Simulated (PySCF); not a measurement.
# Br4Mo (MoBr4): the cost of one run

Computed with PySCF 2.14.0 and routines of our own; the level stands in each step. Atoms count from 0.

### Step 1. The starting structure

5 atoms, charge 0, states of the metal's open shell are computed; geometry from: model geometry, bond lengths from ionic radii.

### Step 2. Ligand-field states: state-averaged CASSCF

Job settings and geometry (Å):

```
{"job": {"kind": "lf", "basis": {"metal": "x2c-TZVPall", "ligand": "x2c-SVPall"}, "nevpt": true}, "charge": 0, "metal": "Mo", "open_shell": "d2"}
Mo     0.000000     0.000000     0.000000
Br     1.379867     1.379867     1.379867
Br    -1.379867    -1.379867     1.379867
Br    -1.379867     1.379867    -1.379867
Br     1.379867    -1.379867    -1.379867
```

With the program's defaults for keys left out, this is: state-averaged CASSCF of the metal d shell, SC-NEVPT2 on the averaged canonical orbitals, state-interaction spin-orbit coupling.

Command:

```sh
OMP_NUM_THREADS=1 python lf_run.py task.json out
```

The driver reads the jobs from task.json and runs them one after another.

**Question.** How long does this first job take on 1 thread of Arm Neoverse V2, shared host, and how much memory does it need?

About 47 s, with a peak of 0.6 GiB.
